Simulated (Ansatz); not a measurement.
# LuPd: the cost of one run

Program: Ansatz 0.2.0. Level of theory: DFT PBEsol, scalar-relativistic. These are calculated values, not measurements.

### Step 1. Starting point

Symmetry: Pm-3m, No. 221, cubic system. The conventional cell has a = 3.415 Å, b = 3.415 Å, c = 3.415 Å, α = 90.00°, β = 90.00°, γ = 90.00°. Lu (site symmetry m-3m) has 8 Pd at 2.96 Å as nearest neighbours. Pd (site symmetry m-3m) is surrounded by 8 Lu at 2.96 Å.

Structure file:

```xyz
2
Lattice="3.4150 0.0000 0.0000 0.0000 3.4150 0.0000 0.0000 0.0000 3.4150" Properties=species:S:1:pos:R:3 pbc="T T T"
Lu    0.0000    0.0000    0.0000
Pd    1.7075    1.7075    1.7075
```

Atoms are numbered in the order of the input: Lu1, Pd2.

### Step 2. After the deformation

Space group Pm-3m before, P4/mmm after.

### Step 3. All-electron LAPW

Input file input.yaml:

```yaml
crystal:
  lattice:
    - [3.415, 0.0, 0.0]
    - [0.0, 3.415, 0.0]
    - [0.0, 0.0, 3.4833]
  atoms:
    - { symbol: Lu, position: [0.0, 0.0, 0.0] }
    - { symbol: Pd, position: [0.5, 0.5, 0.5] }
kpoints:
  mp_grid: { grid: [10, 10, 10] }
  band_path:
    path:
      - [0.0, 0.0, 0.0]
      - [0.0, 0.5, 0.0]
      - [0.5, 0.5, 0.0]
      - [0.0, 0.0, 0.0]
      - [0.0, 0.0, 0.5]
      - [0.0, 0.5, 0.5]
      - [0.5, 0.5, 0.5]
      - [0.0, 0.0, 0.5]
      - [0.0, 0.5, 0.0]
    npoints: 5
scf:
  occupations: { method: fermi_dirac, width: 0.05 }
hamiltonian:
  xc: pbesol
  pseudopotentials: { kind: all_electron, lapw: { basis_error: 0.0005 } }
output:
  forces: true
  stress: true
  eigenvalues: true
```

Launch:

```
$ ansatz run input.yaml --threads 1 --pin off --max-ram 3072MiB --backend cpu --events-out ev --progress --plain --runs-dir out
```

What time and memory should one allow on 1 thread of Intel Xeon Platinum 8488C (Sapphire Rapids), shared host?

About 57 s, with a peak of 0.73 GiB.
